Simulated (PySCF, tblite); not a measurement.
**C₅H₉Al: geometry, infrared bands and NMR shifts**

Aim: predict the infrared bands and NMR shifts of C₅H₉Al (`CC#[C][AlH][CH2]C`).

Programs: tblite 0.8.0 and PySCF 2.14.0, with density-fitted response routines of our own. Each step states its level of theory. These are calculated values for one molecule in the gas phase, unless marked as measured. Atoms count from 0, in the outputs and in this text.

## (1) Starting geometry

15 atoms, charge 0, multiplicity 1; geometry from: force field or distance geometry start.

Bonds of the start (Å): C0–C1 1.48, C1–C2 1.20, C2–Al3 1.97, Al3–C4 2.02, C4–C5 1.50, C0–H6 1.11, C0–H7 1.12, C0–H8 1.11, Al3–H9 1.60, C4–H10 1.11, C4–H11 1.10, C5–H12 1.11, C5–H13 1.11, C5–H14 1.13.

## (2) Geometry optimisation with GFN2-xTB

What the job is given:

```
{"job": {"kind": "relax", "xc": "GFN2-xTB", "basis": "xTB"}, "charge": 0, "multiplicity": 1}
C      3.776500     0.138400     0.086500
C      2.374700     0.172700    -0.390200
C      1.235200     0.174300    -0.754700
Al    -0.638400     0.167900    -1.376400
C     -1.966600    -0.775900    -0.184900
C     -2.927600     0.271200     0.304000
H      4.406100     0.286200    -0.820600
H      4.051300    -0.862500     0.506500
H      3.904200     0.939800     0.838600
H     -1.029100     0.604800    -2.867600
H     -2.452000    -1.621900    -0.712600
H     -1.403700    -1.204700     0.656200
H     -3.676000    -0.130600     1.017500
H     -3.363300     0.756000    -0.594000
H     -2.295600     1.092300     0.764200
```

Run with:

```console
> OMP_NUM_THREADS=1 python probes_run.py task.json out
```

The driver reads the jobs from task.json and runs them one after another.

**Question.** This job is followed by: GFN2-xTB harmonic vibrations, gas phase; GIAO PBE0/pcSseg-1 NMR shielding, non-relativistic, gas phase. Predict these results of the whole session: strongest single infrared mode (GFN2-xTB); zero-point energy (GFN2-xTB); 13C shifts against TMS (PBE0/pcSseg-1); 1H shifts against TMS (PBE0/pcSseg-1, means over atoms taken as alike); 27Al shifts against AlH4- (PBE0/pcSseg-1); surface potential, 1st and 99th percentile.

**Answer**, as computed:

| quantity | value |
| --- | --- |
| strongest single infrared mode (GFN2-xTB) | 668 cm⁻¹, 580 km/mol |
| zero-point energy (GFN2-xTB) | 71.8 kcal/mol |
| 13C shifts against TMS (PBE0/pcSseg-1) | 119.6, 97.2, 14.4, 7.8, 6.7 ppm |
| 1H shifts against TMS (PBE0/pcSseg-1, means over atoms taken as alike) | 4.99, 2.14, 1.37, 0.56 ppm |
| 27Al shifts against AlH4- (PBE0/pcSseg-1) | 175.6 ppm |
| surface potential, 1st and 99th percentile | -0.97 V and 2.72 V |

In words: Relaxing lowered the energy by 0.402 eV in 154 steps; the close pair that moved most is Al3–H9, from 1.602 to 1.551 Å. The lowest mode is imaginary (25i cm⁻¹), so the xTB geometry is not a minimum. The strongest single mode, at 668 cm⁻¹, moves mainly H9. GFN2-xTB is a fitted tight-binding method: band positions and strengths are rough. Its intensities can rank the bands wrongly. At PBE0/pcSseg-1: The widest tensor belongs to C1: span 288 ppm, with a paramagnetic part of -207 ppm. At PBE0/pcSseg-1, counted by nearest atom on the grid, the HOMO lies on C1, C2 about 24 % each; C4 17 %, the LUMO on Al3 47 %; H9 13 %.
